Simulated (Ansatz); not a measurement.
Runs of Ansatz 0.2.0 on CaIrN2. It takes space group R-3m (No. 166, trigonal). Conventional cell: a = 3.298 Å, b = 3.298 Å, c = 15.028 Å, α = 90.00°, β = 90.00°, γ = 120.00°. Ir (site symmetry -3m) has 6 N at 2.13 Å as nearest neighbours. Around Ca (site symmetry -3m) lie 6 N at 2.45 Å. N (site symmetry 3m) has 3 Ir at 2.13 Å and 3 Ca at 2.45 Å as nearest neighbours. The cell comes from a database or a generator and needn't be the stable form of this composition.

| level | U | hubbard projectors | double counting | gap on the mesh (eV) | pressure (GPa) | relaxed volume (Å³/atom) |
| --- | --- | --- | --- | --- | --- | --- |
| r2SCAN+U | Ir d U = 1 eV | ortho-atomic (the default) | fll (the default) | none | 0.0 | 11.51 |
| r2SCAN+U | Ir d U = 4 eV | ortho-atomic (the default) | fll (the default) | none | 0.0 | 11.53 |
| r2SCAN+U | Ir d U = 5 eV | ortho-atomic (the default) | fll (the default) | none | 0.0 | (b) |
| r2SCAN+U | Ir d U = 6 eV | ortho-atomic (the default) | fll (the default) | none | 0.0 | 11.57 |
| r2SCAN+U | Ir d U = 2 eV | ortho-atomic (the default) | fll (the default) | none | 0.0 | 11.51 |
| r2SCAN | - | - | - | none | 0.0 | 11.51 |
| r2SCAN+U | Ir d U = 8 eV | ortho-atomic (the default) | fll (the default) | none | 0.0 | 11.64 |
| r2SCAN+U | Ir d U = 3 eV | ortho-atomic (the default) | fll (the default) | none | 0.0 | (a) |

Alike in all rows: task relaxation of cell and atoms; potentials or basis Ansatz PAW; no spin polarisation; cell relaxed; k mesh 9 × 9 × 9; cutoff (eV) 500; smearing fermi-dirac 0.05 eV.

Fill in the values left out.

(a) 11.52; (b) 11.55.

Caveats: the plane-wave basis is chosen anew once the cell has moved, so the energies of steps on either side of that aren't comparable; the PAW data sets come from PBE, with cores solved anew for the run's functional, which leaves a small shift of forces and pressure; U without spin polarisation on a metal has little footing (some runs).

A k mesh can miss the band edges, and the runs leave out spin-orbit coupling on Ir.

A gap of «none» marks a metal or a gap under the smearing width.
